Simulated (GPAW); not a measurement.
Runs of GPAW 26.7.0 on ScSi2. It takes space group P6/mmm (No. 191, hexagonal). The conventional cell has a = 3.660 Å, b = 3.660 Å, c = 3.870 Å, α = 90.00°, β = 90.00°, γ = 120.00°. Sc (site symmetry 6/mmm) has 12 Si at 2.87 Å as nearest neighbours. Si (site symmetry -6m2) has 3 Si at 2.11 Å as nearest neighbours. 

```tsv
task	level	potentials or basis	cell	k mesh	cutoff (eV)	smearing	fermi k mesh	optimizer	fmax	max steps	convergence	mesh quality	gap on the mesh (eV)	pressure (GPa)
Fermi surface	PBE	GPAW PAW data sets (gpaw-data 1.2.1), pw	as given	5 × 5 × 4	510	fermi-dirac 0.01 eV	8 × 8 × 6	-	-	-	-	coarse	none	25.4
single point	PBE	GPAW PAW data sets (gpaw-data 1.2.1), pw	as given	8 × 8 × 7	600	gaussian 0.02 eV	-	-	-	-	-	not flagged	none	25.6
relaxation of cell and atoms	PBEsol+D4	PAW data sets generated in the run's folder for this functional, pw	relaxed	8 × 8 × 7	600	gaussian 0.05 eV	-	BFGS	0.02 eV/Å	100	density=1e-05 forces=0.0001	not flagged	none	0.0
electron localisation function	vdW-DF2	GPAW PAW data sets (gpaw-data 1.2.1), pw	as given	5 × 5 × 4	510	gaussian 0.15 eV	-	-	-	-	-	coarse	none	-
single point	r2SCAN+D4	GPAW PAW data sets (gpaw-data 1.2.1), pw	as given	8 × 8 × 7	600	fermi-dirac 0.1 eV	-	-	-	-	-	not flagged	none	(a)
```

Alike in all rows: no spin polarisation.

Problem. Fill in the values left out.

Solution. (a) 23.6.

Caveats: some runs use coarse meshes; so large a pressure means that the cell lies far from this level's equilibrium, or that cutoff or potentials fall short (some runs); pairwise dispersion overbinds metals, which lowers pressure and volume (some runs); the cutoff is short for stress and forces, so pressures can be off by a GPa or more (some runs); later steps reuse the first step's grids (some runs); the PAW data sets were made with another functional, which shifts forces and pressure a little (some runs); the potentials were made for another functional, which shifts forces and pressure (some runs).

A k mesh can miss the band edges.

A gap of «none» marks a metal or a gap under the smearing width.

Not every run made on this cell is shown here.
